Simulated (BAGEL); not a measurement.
# [Na2N2H4]+ ((NaNH2)2 ring): levels of theory compared

Wanted: a comparison of 3 runs (ROHF/6-31G*, UHF/6-31G*, ROHF/def2-SVP) of [Na2N2H4]+ ((NaNH2)2 ring). 

Program for the calculation: BAGEL 1.2.2.

### 1 The system as given

[Na2N2H4]+: 8 atoms, total charge +1, spin state doublet. Geometry: a GFN2-xTB relaxation, a rough one for these elements and not checked as a minimum. That shape belongs to the parent species and isn't relaxed for this state.

Bond lengths: Na1–N2 2.273 Å, N2–Na3 2.276 Å, Na1–N4 2.275 Å, Na3–N4 2.274 Å, N2–H5 1.018 Å, N2–H6 1.018 Å, N4–H7 1.018 Å, N4–H8 1.018 Å. Some angles: Na1–N2–Na3 80.7°, N2–Na1–N4 99.3°, N2–Na3–N4 99.2°, Na1–N4–Na3 80.7°, Na1–N2–H5 118.5°, Na1–N2–H6 118.6°, Na3–N2–H5 118.3°, Na3–N2–H6 118.4°, Na1–N4–H7 118.3°, Na1–N4–H8 118.5°.

### 2 The energy at ROHF/6-31G(d) (density fitting with qzvpp-jkfit, spherical functions) (run 1)

Contents of job.json:

```json
{ "bagel": [

{
  "title": "molecule",
  "basis": "6-31gs.json",
  "df_basis": "qzvpp-jkfit",
  "angstrom": true,
  "geometry": [
    { "atom": "Na", "xyz": [      -0.792420,      -1.058880,      -0.648630 ] },
    { "atom": "N", "xyz": [      -1.114650,       0.018510,       1.326490 ] },
    { "atom": "Na", "xyz": [       0.788720,       1.064370,       0.645400 ] },
    { "atom": "N", "xyz": [       1.113550,      -0.018300,      -1.327410 ] },
    { "atom": "H", "xyz": [      -1.085640,      -0.525260,       2.187010 ] },
    { "atom": "H", "xyz": [      -1.957870,       0.576810,       1.445790 ] },
    { "atom": "H", "xyz": [       1.956410,      -0.578960,      -1.438260 ] },
    { "atom": "H", "xyz": [       1.091900,       0.521720,      -2.190370 ] }
  ]
},

{
  "title": "rohf",
  "charge": 1,
  "nopen": 1
},

{
  "title": "print",
  "file": "orbitals.molden",
  "orbitals": true
}

]}
```

The basis set 6-31G* is read from a file made from the Basis Set Exchange's data (not shown).

On the command line:

```console
$ BAGEL_NUM_THREADS=1 BAGEL job.json > job.out
```

What it wrote:

```text
* using 1 threads per process

  ===============================================================
  ===============================================================

  *** Geometry ***

  { "atom" : "Na", "xyz" : [     -1.497457,     -2.000993,     -1.225733 ] },
  { "atom" : "N", "xyz" : [     -2.106383,      0.034979,      2.506703 ] },
  { "atom" : "Na", "xyz" : [      1.490465,      2.011368,      1.219629 ] },
[... 4 lines of this table left out ...]
  { "atom" : "H", "xyz" : [      2.063392,      0.985908,     -4.139199 ] },

  Number of auxiliary basis functions:      450

  Since a DF basis is specified, we compute 2- and 3-index integrals:
    o Being stored without compression. Storage requirement is 0.019 GB

  Number of basis functions:       72
  Number of electrons      :       40

    * METHOD: MOLECULE                             0.20

  *** Open-shell HF ***

  === Nuclear Repulsion ===
   136.1208081820

      * DIIS with orbital gradients will be used.

  === ROHF iteration (6-31gs.json) ===
      0       -434.45777543          0.04984108           0.10
      1       -434.62691205          0.02830289           0.10
      2       -434.66326961          0.01619476           0.10
[... 22 lines of this table left out ...]
     25       -434.68984546          0.00000001           0.10
    * SCF iteration converged.

    * S^2 (ROHF) is 0.7500

    * Permanent dipole moment:
           (   -0.000972,    -0.002280,    -0.000632) a.u.

    * METHOD: ROHF                                 2.74

    * METHOD: PRINT                                0.01

  ===============================================================
```

Run time: 3.3 s. Hardware: 1 thread of Arm Neoverse V2, shared host; peak memory 0.092 GiB.

### 3 The energy at UHF/6-31G(d) (density fitting with qzvpp-jkfit, spherical functions) (run 2)

Contents of hf.json:

```json
{ "bagel": [

{
  "title": "molecule",
  "basis": "6-31gs.json",
  "df_basis": "qzvpp-jkfit",
  "angstrom": true,
  "geometry": [
    { "atom": "Na", "xyz": [      -0.792420,      -1.058880,      -0.648630 ] },
    { "atom": "N", "xyz": [      -1.114650,       0.018510,       1.326490 ] },
    { "atom": "Na", "xyz": [       0.788720,       1.064370,       0.645400 ] },
    { "atom": "N", "xyz": [       1.113550,      -0.018300,      -1.327410 ] },
    { "atom": "H", "xyz": [      -1.085640,      -0.525260,       2.187010 ] },
    { "atom": "H", "xyz": [      -1.957870,       0.576810,       1.445790 ] },
    { "atom": "H", "xyz": [       1.956410,      -0.578960,      -1.438260 ] },
    { "atom": "H", "xyz": [       1.091900,       0.521720,      -2.190370 ] }
  ]
},

{
  "title": "uhf",
  "charge": 1,
  "nopen": 1
},

{
  "title": "print",
  "file": "orbitals.molden",
  "orbitals": true
}

]}
```

The basis set 6-31G* is read from a file made from the Basis Set Exchange's data (not shown).

On the command line:

```console
$ BAGEL_NUM_THREADS=1 BAGEL hf.json > hf.out
```

What it wrote:

```text
* using 1 threads per process

  ===============================================================
  ===============================================================

  *** Geometry ***

  { "atom" : "Na", "xyz" : [     -1.497457,     -2.000993,     -1.225733 ] },
  { "atom" : "N", "xyz" : [     -2.106383,      0.034979,      2.506703 ] },
  { "atom" : "Na", "xyz" : [      1.490465,      2.011368,      1.219629 ] },
[... 4 lines of this table left out ...]
  { "atom" : "H", "xyz" : [      2.063392,      0.985908,     -4.139199 ] },

  Number of auxiliary basis functions:      450

  Since a DF basis is specified, we compute 2- and 3-index integrals:
    o Being stored without compression. Storage requirement is 0.019 GB

  Number of basis functions:       72
  Number of electrons      :       40

    * METHOD: MOLECULE                             0.20

  *** Open-shell HF ***

  === Nuclear Repulsion ===
   136.1208081820

      * DIIS with orbital gradients will be used.

  === UHF iteration (6-31gs.json) ===
      0       -434.45777543          0.04984108           0.10
      1       -434.63335436          0.02838678           0.10
      2       -434.68419155          0.01571881           0.10
[... 22 lines of this table left out ...]
     25       -434.70953615          0.00000001           0.10
    * SCF iteration converged.

    * S^2 (UHF) is 0.9208

    * Permanent dipole moment:
           (    0.000011,    -0.001055,     0.000304) a.u.

    * METHOD: UHF                                  2.80

    * METHOD: PRINT                                0.01

  ===============================================================
```

It took 3.3 s on 1 thread of Arm Neoverse V2, shared host; peak memory 0.091 GiB.

### 4 The energy at ROHF/def2-SVP (density fitting with qzvpp-jkfit) (run 3)

Contents of job.json:

```json
{ "bagel" : [

{
  "title" : "molecule",
  "basis" : "svp",
  "df_basis" : "qzvpp-jkfit",
  "angstrom" : "true",
  "geometry" : [
    { "atom" : "Na", "xyz" : [   -0.792420,   -1.058880,   -0.648630 ] },
    { "atom" : "N", "xyz" : [   -1.114650,    0.018510,    1.326490 ] },
    { "atom" : "Na", "xyz" : [    0.788720,    1.064370,    0.645400 ] },
    { "atom" : "N", "xyz" : [    1.113550,   -0.018300,   -1.327410 ] },
    { "atom" : "H", "xyz" : [   -1.085640,   -0.525260,    2.187010 ] },
    { "atom" : "H", "xyz" : [   -1.957870,    0.576810,    1.445790 ] },
    { "atom" : "H", "xyz" : [    1.956410,   -0.578960,   -1.438260 ] },
    { "atom" : "H", "xyz" : [    1.091900,    0.521720,   -2.190370 ] }
  ]
},
{
  "title" : "rohf",
  "charge" : 1,
  "nopen" : 1
},
{
  "title" : "print",
  "file" : "orbitals.molden",
  "orbitals" : "true"
}

]}
```

On the command line:

```console
$ BAGEL_NUM_THREADS=1 BAGEL job.json > job.out
```

What it wrote:

```text
* using 1 threads per process

  ===============================================================
  ===============================================================

  *** Geometry ***

  { "atom" : "Na", "xyz" : [     -1.497457,     -2.000993,     -1.225733 ] },
  { "atom" : "N", "xyz" : [     -2.106383,      0.034979,      2.506703 ] },
  { "atom" : "Na", "xyz" : [      1.490465,      2.011368,      1.219629 ] },
[... 4 lines of this table left out ...]
  { "atom" : "H", "xyz" : [      2.063392,      0.985908,     -4.139199 ] },

  Number of auxiliary basis functions:      450

  Since a DF basis is specified, we compute 2- and 3-index integrals:
    o Being stored without compression. Storage requirement is 0.022 GB

  Number of basis functions:       78
  Number of electrons      :       40

    * METHOD: MOLECULE                             0.18

  *** Open-shell HF ***

  === Nuclear Repulsion ===
   136.1208081820

      * DIIS with orbital gradients will be used.

  === ROHF iteration (svp) ===
      0       -434.30946876          0.04416426           0.11
      1       -434.46434886          0.02658267           0.11
      2       -434.49677851          0.01464894           0.11
[... 21 lines of this table left out ...]
     24       -434.51965089          0.00000001           0.11
    * SCF iteration converged.

    * S^2 (ROHF) is 0.7500

    * Permanent dipole moment:
           (   -0.000846,    -0.002438,    -0.000523) a.u.

    * METHOD: ROHF                                 2.94

    * METHOD: PRINT                                0.01

  ===============================================================
```

Wall time 3.3 s (1 thread of Arm Neoverse V2, shared host); peak memory 0.099 GiB.

### 5 The series

| run | level | energy (Eh) | ⟨S²⟩ | wall time |
| --- | --- | --- | --- | --- |
| 1 | ROHF/6-31G* (density fitting with qzvpp-jkfit, spherical functions) | -434.689845 | 0.750 | 3.3 s |
| 2 | UHF/6-31G* (density fitting with qzvpp-jkfit, spherical functions) | -434.709536 | 0.921 | 3.3 s |
| 3 | ROHF/def2-SVP (density fitting with qzvpp-jkfit) | -434.519651 | 0.750 | 3.3 s |

### 6 What came out

| quantity | value |
| --- | --- |
| run 3: total energy | -434.51965 Eh |
| run 3: ⟨S²⟩ | 0.750 |

In words: Spin contamination of the reference: run 2 ⟨S²⟩ = 0.92. All runs together took 9.9 s, the longest 3.3 s.
